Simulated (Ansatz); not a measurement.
# AlAsF2H4: the cost of one run

Method: RKS SPW92 (LDA)/def2-SVP; program: Ansatz 0.2.0.

**1. Reference run: AlAsF₂H₄, relaxed**

input.yaml reads:

```yaml
crystal:
  periodic: [false, false, false]
  atoms:
    - { symbol: Al, position_ang: [-0.264679, -1.003402, -0.416321] }
    - { symbol: H, position_ang: [-1.874561, 0.151933, -0.105222] }
    - { symbol: F, position_ang: [-0.237913, -1.130328, -2.082496] }
    - { symbol: F, position_ang: [-0.5656, -2.335779, 0.546495] }
    - { symbol: H, position_ang: [-1.058778, 0.550945, 0.258227] }
    - { symbol: As, position_ang: [0.677948, 1.32949, 0.812258] }
    - { symbol: H, position_ang: [1.402242, 1.724648, -0.484295] }
    - { symbol: H, position_ang: [1.92134, 0.712492, 1.471354] }
basis:
  gaussian: { orbitals: def2-SVP }
hamiltonian:
  xc: lda
output:
  forces: true
relax:
  f_tol: 0.02
  max_steps: 120
  constraints:
    - { distance: [0, 5] }
    - { distance: [1, 4] }
    - { distance: [0, 1] }
    - { distance: [4, 5] }
  escape_saddle: false
```

Command:

```sh
$ ansatz run input.yaml --threads 1 --pin off --max-ram 2560MiB --backend cpu --events-out ev --progress --plain --runs-dir out
```

**Question.** How long does this run take on 1 thread of Arm Neoverse V2, shared host, and how much memory does it need?

About 9.6 s, with a peak of 0.13 GiB.
